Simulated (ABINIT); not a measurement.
# WAu (F-43m) in ABINIT: settings compared

The runs below take WAu through single point, with LDA, PBE+D3(BJ).

Everything below comes from runs of ABINIT 10.8.3 (patched build). Logs are shortened: lines on timing, memory, paths and dates and some standing lists are left out, and cuts for length are marked. The log counts tension as positive stress, the text compression.

### 1 The crystal as given

It takes space group F-43m (No. 216, cubic). The conventional cell has a = 5.496 Å, b = 5.496 Å, c = 5.496 Å, α = 90.00°, β = 90.00°, γ = 90.00°. W (site symmetry -43m) is surrounded by 4 Au at 2.38 Å. Au (site symmetry -43m) has 4 W at 2.38 Å as nearest neighbours.

The cell was built by a generator and needn't be a form met in nature.

### 2 Single point, LDA (atoms moved at random)

run.abi

```
pp_dirpath "./"
pseudos "W.upf, Au.upf"

acell 3*1.0
rprim
     0.0000000000     5.1929281976     5.1929281976
     5.1929281976     0.0000000000     5.1929281976
     5.1929281976     5.1929281976     0.0000000000
ntypat 2
znucl 74 79
natom 2
typat 1 2
xred
    -0.0057610000    -0.0341950000     0.0398920000
     0.7521950000     0.7408960000     0.7543980000
chkprim 0
chksymtnons 0
tolsym 1.0e-6

ecut 35.0

kptopt 1
ngkpt 6 6 6
nshiftk 1
shiftk 0.0 0.0 0.0

ixc 7

nband 21
occopt 3
tsmear 0.05 eV

nstep 100
tolvrs 1.0e-10

iomode 3
prtwf 0
prtden 0
prteig 0
prtebands 0
```

Potentials or basis: PseudoDojo NC SR LDA v0.4.1 standard.

Command:

```console
$ mpirun --bind-to none -np 4 abinit run.abi > log 2>&1
```

run.abo:

```text
.Version 10.8.3 of ABINIT
 Symmetries : space group P1 (#  1); Bravais aP (primitive triclinic)
================================================================================
 Values of the parameters that define the memory need of the present run
     intxc =       0    ionmov =       0      iscf =       7    lmnmax =       8
     lnmax =       8     mgfft =      40  mpssoang =       4    mqgrid =    3001
     natom =       2  nloc_mem =       1    nspden =       1   nspinor =       1
    nsppol =       1      nsym =       1    n1xccc =    2501    ntypat =       2
    occopt =       3   xclevel =       1
       mpw =        2790          nfft =       64000          nkpt =         112
================================================================================
================================================================================

--------------------------------------------------------------------------------
------------- Echo of variables that govern the present computation ------------
--------------------------------------------------------------------------------
 -outvars: echo values of preprocessed input variables --------
            acell      1.0000000000E+00  1.0000000000E+00  1.0000000000E+00 Bohr
              amu      1.83850000E+02  1.96966540E+02
          chkprim           0
      chksymtnons           0
             ecut      3.50000000E+01 Hartree
                       outvar_i_n : Printing only first  50 k-points.
              ixc           7
                       outvar_i_n : Printing only first  50 k-points.
         kptrlatt        6    0    0      0    6    0      0    0    6
          kptrlen      4.40634569E+01
            natom           2
            nband          21
            ngfft          40      40      40
             nkpt         112
            nstep         100
             nsym           1
           ntypat           2
                       prtocc : prtvol=0, do not print more k-points.
           occopt           3
           prtden           0
        prtebands           0
           prteig           0
            prtwf           0
            rprim      0.0000000000E+00  5.1929281976E+00  5.1929281976E+00
                       5.1929281976E+00  0.0000000000E+00  5.1929281976E+00
                       5.1929281976E+00  5.1929281976E+00  0.0000000000E+00
          spgroup           1
           tolsym      1.00000000E-06
           tolvrs      1.00000000E-10
           tsmear      1.83746611E-03 Hartree
            typat      1  2
                       outvars : Printing only first  50 k-points.
           xangst      1.5655237834E-02  9.3791280060E-02 -1.0979825924E-01
                       4.1090368969E+00  4.1400863145E+00  4.1029830985E+00
            xcart      2.9584111942E-02  1.7723983231E-01 -2.0748863906E-01
                       7.7649543763E+00  7.8236292720E+00  7.7535143555E+00
             xred     -5.7610000000E-03 -3.4195000000E-02  3.9892000000E-02
[... 103 lines left out ...]
    1        2.00000         10.29595143
    2        2.00000         15.63990368
================================================================================

 ----iterations are completed or convergence reached----

 Mean square residual over all n,k,spin=   28.717E-08; max=  90.756E-06
 reduced coordinates (array xred) for    2 atoms
      -0.005761000000     -0.034195000000      0.039892000000
       0.752195000000      0.740896000000      0.754398000000
 rms dE/dt=  1.7283E-01; max dE/dt=  2.7805E-01; dE/dt below (all hartree)
    1      -0.028814306021     -0.107121503318      0.278045957919
    2       0.028814349141      0.107121475574     -0.278046010281

 cartesian coordinates (angstrom) at end:
    1      0.01565523783374     0.09379128006030    -0.10979825923909
    2      4.10903689685297     4.14008631449093     4.10298309854724

 cartesian forces (hartree/bohr) at end:
    1     -0.01923181051562    -0.03431138775711     0.03986015070632
    2      0.01923181051562     0.03431138775711    -0.03986015070632
 frms,max,avg= 3.2331437E-02 3.9860151E-02   5.932E-09 -8.908E-10 -3.261E-09 h/b

 cartesian forces (eV/Angstrom) at end:
    1     -0.98893945869666    -1.76436249764883     2.04969136062695
    2      0.98893945869666     1.76436249764883    -2.04969136062695
 frms,max,avg= 1.6625493E+00 2.0496914E+00   3.051E-07 -4.581E-08 -1.677E-07 e/A
 length scales=  1.000000000000  1.000000000000  1.000000000000 bohr
              =  0.529177210544  0.529177210544  0.529177210544 angstroms
 Fermi (or HOMO) energy (hartree) =   0.43678   Average Vxc (hartree)=  -0.45540
 Eigenvalues (hartree) for nkpt= 112  k points:
 kpt#   1, nband= 21, wtk=  0.00463, kpt=  0.0000  0.0000  0.0000 (reduced coord)
  -3.52819   -2.28735   -1.74079   -1.73487   -1.73297   -0.97667   -0.97352   -0.97291
   0.12106    0.18820    0.18943    0.20139    0.20276    0.20319    0.39781    0.40199
   0.40634    0.50930    0.51171    0.77079    0.85100
      occupation numbers for kpt#   1
   2.00000    2.00000    2.00000    2.00000    2.00000    2.00000    2.00000    2.00000
   2.00000    2.00000    2.00000    2.00000    2.00000    2.00000    2.00000    2.00000
   2.00000    0.00000    0.00000    0.00000    0.00000
 prteigrs : prtvol=0 or 1, do not print more k-points.

--- !EnergyTerms
iteration_state     : {dtset: 1, }
comment             : Components of total free energy in Hartree
kinetic             :  6.27182727099553E+01
hartree             :  5.00130524447262E+01
xc                  : -4.15763429737122E+01
Ewald energy        : -1.43368917899717E+02
psp_core            :  5.12901319147652E+00
local_psp           : -1.71319504518296E+02
non_local_psp       :  1.50896648959394E+01
internal            : -2.23314762149627E+02
'-kT*entropy'       : -6.14094929076962E-04
total_energy        : -2.23315376244556E+02
total_energy_eV     : -6.07672095765720E+03
band_energy         : -2.35381307006732E+01
...

 Cartesian components of stress tensor (hartree/bohr^3)
  sigma(1 1)= -8.06092081E-04  sigma(3 2)=  1.59749732E-04
  sigma(2 2)= -7.83055350E-04  sigma(3 1)=  3.07701093E-04
  sigma(3 3)= -7.71291910E-04  sigma(2 1)= -3.61337220E-04

-Cartesian components of stress tensor (GPa)         [Pressure=  2.3149E+01 GPa]
- sigma(1 1)= -2.37160478E+01  sigma(3 2)=  4.69999939E+00
- sigma(2 2)= -2.30382838E+01  sigma(3 1)=  9.05287870E+00
- sigma(3 3)= -2.26921914E+01  sigma(2 1)= -1.06309080E+01

== END DATASET(S) ==============================================================
================================================================================

 -outvars: echo values of variables after computation  --------
            acell      1.0000000000E+00  1.0000000000E+00  1.0000000000E+00 Bohr
           etotal     -2.2331537624E+02
            fcart     -1.9231810516E-02 -3.4311387757E-02  3.9860150706E-02
                       1.9231810516E-02  3.4311387757E-02 -3.9860150706E-02
            rprim      0.0000000000E+00  5.1929281976E+00  5.1929281976E+00
                       5.1929281976E+00  0.0000000000E+00  5.1929281976E+00
                       5.1929281976E+00  5.1929281976E+00  0.0000000000E+00
           strten     -8.0609208059E-04 -7.8305535043E-04 -7.7129190960E-04
                       1.5974973230E-04  3.0770109269E-04 -3.6133721976E-04
           xangst      1.5655237834E-02  9.3791280060E-02 -1.0979825924E-01
                       4.1090368969E+00  4.1400863145E+00  4.1029830985E+00
             xred     -5.7610000000E-03 -3.4195000000E-02  3.9892000000E-02
                       7.5219500000E-01  7.4089600000E-01  7.5439800000E-01
 Calculation completed.
```

It took 48 s on 4 MPI ranks of Intel Xeon 6975P-C (Granite Rapids), shared host; peak memory 0.36 GiB.

What came out:

```
Free energy                                           : -6076.7210 eV
Pressure                                              : 23.1 GPa
Largest force                                         : 2.880 eV/Å
Band gap on the k mesh                                : none (metal or under the smearing width)
Valence electrons inside the program's atomic spheres : W 10.30; Au 15.64
```

Forces on the atoms (eV/Å):
```
W   -0.989 -1.764  2.050
Au   0.989  1.764 -2.050
```

Stress tensor (GPa, compression positive):
```
23.72 10.63 -9.05
10.63 23.04 -4.70
-9.05 -4.70 22.69
```

The run has no spin-orbit coupling, so splittings on Au, W are missing.

### 3 Single point, PBE+D3(BJ)

run.abi

```
# Pseudopotentials
pp_dirpath "./"
pseudos "W.upf, Au.upf"

# Structure
acell 3.8862295386 3.8862295386 3.8862295386 Angstrom
rprim
     0.0000000000     0.7071067812     0.7071067812
     0.7071067812     0.0000000000     0.7071067812
     0.7071067812     0.7071067812     0.0000000000
ntypat 2
znucl 74 79
natom 2
typat 1 2
xred
     0.0000000000     0.0000000000     0.0000000000
     0.7500000000     0.7500000000     0.7500000000

# Plane-wave basis
ecut 38.0

# k points
kptopt 1
ngkpt 6 6 6
nshiftk 1
shiftk 0.0 0.0 0.0

# Exchange and correlation
ixc 11
vdw_xc 7

# Bands and occupations
nband 21
occopt 3
tsmear 0.00183747

# SCF cycle
nstep 100
tolvrs 1.0e-10

# Output
iomode 3
prtwf 0
prteig 0
prtebands 0
enunit 2
prtvol 2
prtden 1
prtvha 1
prtvclmb 1
prtpot 1
prtelf 1
```

Potentials or basis: PseudoDojo NC SR PBE v0.5 standard.

Command:

```console
$ mpirun --bind-to none -np 4 abinit run.abi > log 2>&1
```

Wall time 13 s (4 MPI ranks of Arm Neoverse V2, shared host); peak memory 0.32 GiB.

It converged, with:

| Item | Value |
| --- | --- |
| Free energy | -6093.5536 eV |
| Pressure | 27.8 GPa |
| Band gap on the k mesh | none (metal or under the smearing width) |
| Valence electrons inside the program's atomic spheres | W 10.28; Au 15.63 |

Levels at points of the mesh, in eV from the Fermi level:
| k point | band 13 | band 14 | band 15 | band 16 | band 17 | band 18 | band 19 | band 20 | band 21 |
| --- | --- | --- | --- | --- | --- | --- | --- | --- | --- |
| (0.00, 0.00, 0.00) | -6.38 | -6.38 | -0.91 | -0.91 | -0.91 | 2.07 | 2.07 | 9.16 | 11.70 |
| (0.50, 0.00, 0.00) | -6.46 | -5.64 | -2.26 | -0.27 | -0.27 | 1.76 | 1.76 | 2.56 | 8.81 |
| (0.50, 0.50, 0.00) | -5.74 | -4.27 | -3.25 | 0.33 | 1.42 | 1.93 | 1.93 | 3.63 | 3.68 |

Caveat: so large a pressure means that the cell lies far from this level's equilibrium, or that cutoff or potentials fall short; pairwise dispersion overbinds metals, which lowers pressure and volume. Spin-orbit coupling is left out, which matters for the levels of Au, W.
